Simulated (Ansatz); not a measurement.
Born–Oppenheimer molecular dynamics of a periodic cell of 16 atoms, WC (start crystal WC, start structure P-6m2, volume 1.1 times the crystal's). It starts from a structure without forces on its atoms.

Computed with DFT LDA, scalar-relativistic, plane waves, PAW (Ansatz 0.2.0). Settings: PAW set soft_1, cutoff 420 eV, k mesh 2x2x2, fermi-dirac smearing 0.002 eV, no spin polarisation.

```
ensemble                      : NVE (velocity Verlet)
time step                     : 0.75 fs
steps asked                   : 200
starting velocities drawn for : 7000 K
seed                          : 579228
```

Frames 3.75 fs apart, positions in Å, forces in eV/Å.

Velocities at 0 fs (Å/ps):

```
W 9.47 -4.87 -6.77
C -10.02 -10.04 22.48
W -1.66 3.25 -2.58
C 7.19 33.47 -22.91
W -4.33 2.63 6.09
C 14.17 6.61 26.88
W -7.48 -4.95 4.25
C 52.96 12.17 -10.03
W -2.66 -2.28 -0.51
C 5.71 -16.74 37.68
W 0.19 3.34 -2.75
C 8.38 -0.14 -21.57
W 0.97 2.09 -5.26
C 8.37 -2.52 18.39
W -3.52 -3.30 1.36
C 51.43 39.75 43.51
```

```xyz
16
Lattice="-2.9952 -5.1879 0.0000 4.4929 -2.5940 0.0000 0.0000 0.0000 5.8606" Properties=species:S:1:pos:R:3:forces:R:3 time_fs=0 energy_less_start_eV=0.000 T=7000
W 0.000 -5.188 0.000 0.00 0.00 0.00
C 1.498 -4.323 1.465 0.00 0.00 0.00
W 0.000 -5.188 2.930 0.00 0.00 0.00
C 1.498 -4.323 4.396 0.00 0.00 0.00
W -1.498 -2.594 0.000 0.00 0.00 0.00
C 0.000 -1.729 1.465 0.00 0.00 0.00
W -1.498 -2.594 2.930 0.00 0.00 0.00
C 0.000 -1.729 4.396 0.00 0.00 0.00
W 1.498 -2.594 0.000 0.00 0.00 0.00
C 2.995 -1.729 1.465 0.00 0.00 0.00
W 1.498 -2.594 2.930 0.00 0.00 0.00
C 2.995 -1.729 4.396 0.00 0.00 0.00
W 0.000 0.000 0.000 0.00 0.00 0.00
C -1.498 -4.323 1.465 0.00 0.00 0.00
W 0.000 0.000 2.930 0.00 0.00 0.00
C -1.498 -4.323 4.396 0.00 0.00 0.00
16
Lattice="-2.9952 -5.1879 0.0000 4.4929 -2.5940 0.0000 0.0000 0.0000 5.8606" Properties=species:S:1:pos:R:3:forces:R:3 time_fs=3.75 energy_less_start_eV=1.132 T=6413
W 0.035 -5.206 -0.025 -0.19 0.47 0.68
C 1.461 -4.360 1.548 0.19 0.21 -0.91
W -0.006 -5.176 2.921 0.32 -0.08 0.32
C 1.525 -4.200 4.312 0.10 -1.56 1.54
W -1.514 -2.584 0.023 0.96 0.52 0.33
C 0.051 -1.705 1.564 -1.04 -0.38 -1.07
W -1.526 -2.612 2.946 1.11 0.42 -0.17
C 0.195 -1.683 4.360 -2.02 0.25 1.05
W 1.488 -2.603 -0.002 0.71 0.45 0.06
C 3.016 -1.791 1.604 -0.31 0.61 -1.73
W 1.498 -2.582 2.920 0.34 -0.18 -0.23
C 3.027 -1.729 4.317 0.20 0.30 1.52
W 0.004 0.008 -0.020 0.77 -0.16 0.60
C -1.467 -4.333 1.534 -0.55 0.08 -0.34
W -0.013 -0.012 2.935 1.03 0.34 -0.18
C -1.308 -4.176 4.556 -1.61 -1.30 -1.45
16
Lattice="-2.9952 -5.1879 0.0000 4.4929 -2.5940 0.0000 0.0000 0.0000 5.8606" Properties=species:S:1:pos:R:3:forces:R:3 time_fs=7.5 energy_less_start_eV=4.052 T=4909
W 0.071 -5.224 -0.050 -0.19 0.60 1.56
C 1.426 -4.395 1.620 0.65 0.23 -1.96
W -0.012 -5.164 2.911 0.57 -0.27 1.04
C 1.553 -4.095 4.246 0.11 -3.30 2.87
W -1.529 -2.574 0.046 0.97 1.55 1.54
C 0.091 -1.685 1.651 -2.04 -0.76 -2.46
W -1.553 -2.631 2.962 1.96 0.97 -0.21
C 0.366 -1.634 4.336 -3.49 1.01 2.06
W 1.478 -2.611 -0.004 1.21 0.92 0.00
C 3.034 -1.846 1.722 -0.59 1.33 -3.65
W 1.499 -2.569 2.909 0.76 -0.40 -0.32
C 3.060 -1.726 4.256 0.05 0.71 2.76
W 0.008 0.016 -0.039 1.30 -0.43 1.22
C -1.443 -4.341 1.598 -1.18 0.00 -0.96
W -0.025 -0.024 2.940 2.26 0.39 -0.19
C -1.137 -4.045 4.700 -2.35 -2.54 -3.30
16
Lattice="-2.9952 -5.1879 0.0000 4.4929 -2.5940 0.0000 0.0000 0.0000 5.8606" Properties=species:S:1:pos:R:3:forces:R:3 time_fs=11.25 energy_less_start_eV=7.041 T=3370
W 0.106 -5.241 -0.074 0.26 0.18 2.30
C 1.398 -4.427 1.670 0.89 0.32 -2.77
W -0.018 -5.152 2.903 0.71 -0.34 1.90
C 1.582 -4.027 4.212 0.07 -4.58 3.65
W -1.544 -2.562 0.070 0.25 2.53 2.07
C 0.107 -1.674 1.710 -2.87 -1.10 -3.53
W -1.578 -2.648 2.978 2.56 1.31 0.03
C 0.500 -1.575 4.334 -3.84 1.38 2.44
W 1.470 -2.618 -0.006 1.45 1.15 -0.08
C 3.044 -1.886 1.800 -1.06 1.89 -5.07
W 1.501 -2.557 2.899 0.90 -0.57 0.04
C 3.094 -1.716 4.226 -0.13 0.82 3.39
W 0.013 0.023 -0.057 1.31 -0.49 1.41
C -1.433 -4.349 1.652 -1.83 0.21 -1.47
W -0.036 -0.036 2.945 3.37 0.36 0.27
C -0.991 -3.941 4.806 -2.05 -3.06 -4.58
16
Lattice="-2.9952 -5.1879 0.0000 4.4929 -2.5940 0.0000 0.0000 0.0000 5.8606" Properties=species:S:1:pos:R:3:forces:R:3 time_fs=15 energy_less_start_eV=8.360 T=2690
W 0.142 -5.259 -0.096 0.29 -0.28 2.78
C 1.380 -4.455 1.689 1.09 0.58 -3.12
W -0.022 -5.140 2.896 0.65 -0.83 2.29
C 1.611 -4.010 4.218 0.02 -4.45 3.40
W -1.559 -2.549 0.096 -0.11 2.59 1.97
C 0.091 -1.675 1.730 -2.92 -1.39 -3.79
W -1.602 -2.665 2.994 2.69 1.41 0.08
C 0.591 -1.500 4.360 -3.23 1.29 2.06
W 1.462 -2.625 -0.008 1.47 1.14 -0.01
C 3.043 -1.905 1.821 -1.16 2.13 -5.57
W 1.503 -2.545 2.888 0.55 -0.88 0.98
C 3.126 -1.697 4.233 -0.27 0.79 3.19
W 0.019 0.030 -0.075 0.96 -0.63 1.61
C -1.442 -4.354 1.689 -2.05 0.37 -1.81
W -0.044 -0.048 2.950 3.49 0.37 0.44
C -0.868 -3.871 4.862 -1.47 -2.22 -4.50
16
Lattice="-2.9952 -5.1879 0.0000 4.4929 -2.5940 0.0000 0.0000 0.0000 5.8606" Properties=species:S:1:pos:R:3:forces:R:3 time_fs=18.75 energy_less_start_eV=7.865 T=2943
W 0.177 -5.276 -0.116 -0.32 -0.39 3.10
C 1.374 -4.477 1.673 1.03 0.79 -2.70
W -0.027 -5.129 2.890 0.45 -1.15 2.21
C 1.641 -4.042 4.262 -0.09 -3.32 2.40
W -1.573 -2.534 0.123 0.24 1.93 1.20
C 0.044 -1.691 1.708 -2.28 -1.32 -3.07
W -1.624 -2.680 3.009 2.77 1.43 -0.05
C 0.645 -1.412 4.408 -2.12 0.76 0.92
W 1.456 -2.631 -0.009 1.41 1.07 0.24
C 3.029 -1.901 1.781 -1.14 1.81 -4.81
W 1.506 -2.534 2.878 0.20 -0.90 1.86
C 3.156 -1.669 4.275 -0.31 0.34 2.21
W 0.026 0.037 -0.091 0.69 -0.79 1.88
C -1.475 -4.355 1.706 -1.93 0.30 -1.77
W -0.050 -0.059 2.956 2.52 0.26 -0.07
C -0.762 -3.826 4.868 -1.12 -0.83 -3.55
16
Lattice="-2.9952 -5.1879 0.0000 4.4929 -2.5940 0.0000 0.0000 0.0000 5.8606" Properties=species:S:1:pos:R:3:forces:R:3 time_fs=22.5 energy_less_start_eV=6.853 T=3464
W 0.213 -5.294 -0.134 -1.30 0.37 3.59
C 1.379 -4.490 1.628 0.62 0.98 -1.63
W -0.031 -5.119 2.886 0.20 -1.06 1.75
C 1.670 -4.111 4.333 -0.17 -1.76 1.19
W -1.588 -2.517 0.151 1.38 0.60 0.06
C -0.030 -1.722 1.652 -1.28 -0.91 -1.64
W -1.644 -2.695 3.025 2.79 1.27 -0.16
C 0.676 -1.316 4.466 -1.01 -0.43 -0.75
W 1.451 -2.636 -0.011 1.43 1.07 0.29
C 3.002 -1.877 1.687 -1.04 1.19 -3.24
W 1.508 -2.524 2.870 -0.06 -1.03 2.03
C 3.182 -1.638 4.341 -0.32 -0.46 0.59
W 0.034 0.043 -0.106 0.22 -0.46 2.98
C -1.529 -4.353 1.703 -1.42 0.09 -1.56
W -0.054 -0.070 2.961 1.24 0.53 -0.96
C -0.669 -3.791 4.834 -1.28 0.01 -2.52
16
Lattice="-2.9952 -5.1879 0.0000 4.4929 -2.5940 0.0000 0.0000 0.0000 5.8606" Properties=species:S:1:pos:R:3:forces:R:3 time_fs=26.25 energy_less_start_eV=6.671 T=3557
W 0.247 -5.311 -0.148 -2.74 1.49 4.05
C 1.391 -4.492 1.564 -0.06 1.11 -0.18
W -0.035 -5.109 2.884 0.13 -0.76 1.01
C 1.696 -4.200 4.418 -0.38 -0.30 0.10
W -1.601 -2.500 0.179 2.65 -0.73 -1.15
C -0.117 -1.762 1.578 0.06 -0.24 -0.07
W -1.661 -2.708 3.041 2.72 0.96 -0.61
C 0.695 -1.225 4.515 0.14 -2.13 -2.37
W 1.446 -2.640 -0.013 1.35 1.18 0.07
C 2.963 -1.839 1.557 -0.88 0.53 -1.17
W 1.511 -2.514 2.863 -0.37 -0.95 1.63
C 3.204 -1.612 4.414 -0.36 -1.50 -1.42
W 0.041 0.049 -0.118 -0.43 0.38 4.63
C -1.599 -4.350 1.683 -0.59 0.00 -1.01
W -0.056 -0.080 2.966 0.23 0.76 -2.02
C -0.590 -3.756 4.771 -1.49 0.20 -1.50
16
Lattice="-2.9952 -5.1879 0.0000 4.4929 -2.5940 0.0000 0.0000 0.0000 5.8606" Properties=species:S:1:pos:R:3:forces:R:3 time_fs=30 energy_less_start_eV=7.657 T=3050
W 0.280 -5.328 -0.161 -4.83 3.03 4.45
C 1.402 -4.482 1.498 -0.80 1.20 1.19
W -0.039 -5.100 2.882 -0.17 -0.62 0.36
C 1.719 -4.293 4.503 -0.31 1.02 -1.02
W -1.613 -2.484 0.206 3.39 -2.20 -2.24
C -0.203 -1.805 1.502 1.80 0.83 1.34
W -1.677 -2.721 3.056 2.73 0.48 -1.00
C 0.717 -1.157 4.538 1.31 -3.33 -3.61
W 1.443 -2.643 -0.014 0.97 0.91 -0.03
C 2.915 -1.795 1.414 -0.63 -0.05 0.77
W 1.514 -2.505 2.857 -0.43 -0.33 1.28
C 3.222 -1.603 4.470 -0.55 -2.62 -3.50
W 0.049 0.055 -0.127 -0.91 0.98 5.90
C -1.676 -4.346 1.651 0.25 0.13 -0.39
W -0.059 -0.090 2.969 -0.66 0.54 -2.66
C -0.528 -3.719 4.691 -1.17 0.03 -0.84
16
Lattice="-2.9952 -5.1879 0.0000 4.4929 -2.5940 0.0000 0.0000 0.0000 5.8606" Properties=species:S:1:pos:R:3:forces:R:3 time_fs=33.75 energy_less_start_eV=9.092 T=2311
W 0.308 -5.342 -0.169 -6.60 3.89 4.13
C 1.404 -4.458 1.446 -1.43 1.22 2.38
W -0.043 -5.092 2.880 -0.35 -0.75 0.01
C 1.739 -4.374 4.577 -0.24 2.07 -2.40
W -1.622 -2.469 0.232 3.55 -3.90 -3.42
C -0.269 -1.839 1.441 3.63 1.95 2.86
W -1.691 -2.734 3.070 2.53 0.30 -1.32
C 0.752 -1.127 4.521 1.42 -3.42 -3.54
W 1.441 -2.646 -0.016 0.59 0.98 -0.66
C 2.860 -1.752 1.279 -0.17 -0.44 2.24
W 1.516 -2.497 2.852 -0.42 -0.10 1.08
C 3.234 -1.623 4.487 -0.66 -2.75 -4.49
W 0.055 0.061 -0.132 -1.03 0.45 5.98
C -1.750 -4.341 1.615 0.99 0.34 0.14
W -0.062 -0.100 2.970 -0.88 0.51 -2.63
C -0.479 -3.683 4.602 -0.92 -0.35 -0.34
16
Lattice="-2.9952 -5.1879 0.0000 4.4929 -2.5940 0.0000 0.0000 0.0000 5.8606" Properties=species:S:1:pos:R:3:forces:R:3 time_fs=37.5 energy_less_start_eV=10.066 T=1809
W 0.332 -5.353 -0.175 -7.83 3.72 3.02
C 1.391 -4.420 1.419 -1.55 1.13 2.84
W -0.047 -5.084 2.878 -0.53 -0.97 -0.26
C 1.755 -4.433 4.624 -0.19 2.81 -3.51
W -1.628 -2.457 0.255 3.46 -5.21 -3.95
C -0.294 -1.851 1.413 4.65 2.64 3.71
W -1.703 -2.746 3.084 2.25 0.49 -1.56
C 0.802 -1.133 4.466 0.69 -2.13 -2.22
W 1.438 -2.648 -0.018 0.08 0.80 -1.50
C 2.803 -1.714 1.169 0.54 -0.65 3.44
W 1.518 -2.488 2.848 -0.18 -0.07 0.95
C 3.239 -1.673 4.456 -0.78 -1.80 -4.06
W 0.061 0.068 -0.133 -0.82 -0.95 4.86
C -1.813 -4.332 1.580 1.44 0.53 0.56
W -0.066 -0.109 2.969 -0.69 0.27 -2.49
C -0.440 -3.649 4.508 -0.55 -0.59 0.18
16
Lattice="-2.9952 -5.1879 0.0000 4.4929 -2.5940 0.0000 0.0000 0.0000 5.8606" Properties=species:S:1:pos:R:3:forces:R:3 time_fs=41.25 energy_less_start_eV=10.252 T=1712
W 0.351 -5.362 -0.179 -8.12 3.02 1.67
C 1.360 -4.370 1.424 -1.11 0.92 2.42
W -0.052 -5.077 2.877 -0.73 -1.36 -0.23
C 1.770 -4.460 4.633 -0.07 2.92 -3.63
W -1.632 -2.449 0.275 3.38 -5.40 -3.44
C -0.269 -1.833 1.424 3.96 2.40 3.16
W -1.713 -2.758 3.096 2.02 0.84 -1.83
C 0.860 -1.163 4.386 -0.18 -0.40 -0.36
W 1.436 -2.650 -0.021 -0.37 0.52 -2.18
C 2.752 -1.682 1.098 1.33 -0.67 4.13
W 1.519 -2.479 2.844 0.24 -0.50 0.45
C 3.235 -1.743 4.379 -0.83 -0.28 -2.51
W 0.066 0.074 -0.129 -0.80 -2.05 3.45
C -1.860 -4.317 1.552 1.64 0.68 0.81
W -0.070 -0.118 2.967 -0.28 -0.12 -2.64
C -0.407 -3.623 4.417 -0.07 -0.54 0.75
```

Of the whole run (150 fs, mean temperature of the second half 2289 K): The conserved energy stayed within 0.48 meV per atom of its start (net change -0.12 meV per atom), so the integration is sound. A run of 0.15 ps of so small a system gives no equilibrium averages. The smearing is very narrow for this mesh. Limits of this set-up: coarse k mesh, PAW files made for another functional.

The run took 14 min on 1 thread of Arm Neoverse V2, on a shared host, peak memory 0.5 GiB.
